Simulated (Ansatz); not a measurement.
# SiAsH₅: vertical ionisation energy

The task here is to estimate one member of a computed series from the others.

Program: Ansatz 0.2.0, Gaussian basis. Level of theory: unrestricted cation, the program's frozen cores in correlated methods. These are calculated values, not measurements.

The runs, in order: UKS PBE-D4/def2-TZVPP; UKS r2SCAN-D4/def2-TZVPP; UKS PBE0-D4/def2-TZVPP; UKS B3LYP-D4/def2-TZVPP; UKS wB97X-V/def2-TZVPP; UKS wB97M-V/def2-TZVPP; UKS B2PLYP/def2-TZVPP; UHF-CCSD(T)/def2-TZVPP; UHF-MP2/def2-QZVPP; extrapolation to the limit; then −ε(HOMO) from the neutral's earlier runs with LDA (SPW92), PBE-D4, revPBE-D4, BLYP-D4, r2SCAN-D4, B97M-V, PBE0-D4, B3LYP-D4, r2SCANh-D4, r2SCAN0-D4, HSE06-D4, BHLYP-D4, CAM-B3LYP-D4, LC-ωPBE, ωB97X-V, ωB97M-V.

## Structure used throughout

The geometry comes from an earlier relaxation with PBE0-D4 in a triple-zeta def2 set; it is a stationary point, not always the lowest conformer.

SMILES `[SiH3][AsH2]`, 7 atoms, charge 0, spin multiplicity 1.

Atoms are counted from 1 here; the program's logs count them from 0.

Bond lengths: Si1–As2 2.365 Å, Si1–H3 1.486 Å, Si1–H4 1.486 Å, Si1–H5 1.486 Å, As2–H6 1.523 Å, As2–H7 1.523 Å. Angles: As2–Si1–H3 108.2°, As2–Si1–H4 108.2°, As2–Si1–H5 113.4°, H3–Si1–H4 108.8°, H3–Si1–H5 109.0°, H4–Si1–H5 109.1°, Si1–As2–H6 92.0°, Si1–As2–H7 92.0°, H6–As2–H7 92.2°.

Coordinates:

```xyz
7

Si   -0.58057   -0.48796   -0.41397
As    0.94853    0.23391    1.23952
H    -1.92421   -0.59739    0.21146
H    -0.15841   -1.83372   -0.88216
H    -0.66216    0.42800   -1.58086
H     0.41909    1.66061    1.18306
H     2.01894    0.52865    0.19724
```

Set-up of the first run:

The input, in.yaml:

```yaml
crystal:
  periodic: [false, false, false]
  atoms:
    - {symbol: Si, position_ang: [-0.580573, -0.487955, -0.413969]}
    - {symbol: As, position_ang: [0.948529, 0.233906, 1.239525]}
    - {symbol: H, position_ang: [-1.924213, -0.597391, 0.211462]}
    - {symbol: H, position_ang: [-0.158410, -1.833717, -0.882163]}
    - {symbol: H, position_ang: [-0.662159, 0.428001, -1.580857]}
    - {symbol: H, position_ang: [0.419087, 1.660609, 1.183063]}
    - {symbol: H, position_ang: [2.018941, 0.528648, 0.197240]}
basis:
  gaussian: {orbitals: def2-TZVPP}
total_charge: 1
magnetization: {spin_polarized: true, initial_magnetization: 1}
hamiltonian: {xc: pbe, dispersion: d4}
```

Run with:

```
> ansatz run in.yaml --threads 4 --pin off --events-out ev --progress --plain --max-ram 10444MiB
```

Among the steps run: Cation, UKS PBE-D4/def2-TZVPP; Cation, UKS r2SCAN-D4/def2-TZVPP; Cation, UKS PBE0-D4/def2-TZVPP; Cation, UKS B3LYP-D4/def2-TZVPP; Cation, UKS wB97X-V/def2-TZVPP; Cation, UKS wB97M-V/def2-TZVPP; Cation, UKS B2PLYP (frozen core)/def2-TZVPP; Cation, UHF-CCSD(T)/def2-TZVPP; Cation, UHF-MP2/def2-QZVPP.

One of the session's tables, all rows but one given; the rest of the session is left out.

For comparison, −ε(HOMO) of the neutral from earlier runs:

```
  functional  −ε(HOMO) (eV)
 LDA (SPW92)           6.61
      PBE-D4           6.50
   revPBE-D4           6.46
     BLYP-D4           6.35
   r2SCAN-D4           6.76
      B97M-V           6.83
     PBE0-D4           7.55
    B3LYP-D4           7.34
  r2SCANh-D4           7.14
  r2SCAN0-D4              ?
    HSE06-D4           7.16
    BHLYP-D4           8.46
CAM-B3LYP-D4           8.78
     LC-ωPBE          10.09
     ωB97X-V           9.76
     ωB97M-V           9.62
```

Estimate the missing values for r2SCAN0-D4.

Worked estimate for «−ε(HOMO) (eV)». Against the share of exact exchange, r2SCAN-D4 (0, 6.76), r2SCANh-D4 (0.1, 7.14) give a slope of 3.80 per unit share; at 0.25 the line stands at 7.71.

**Answer.** −ε(HOMO) (eV): 7.72. In «−ε(HOMO) (eV)» the line misses by -0.01.
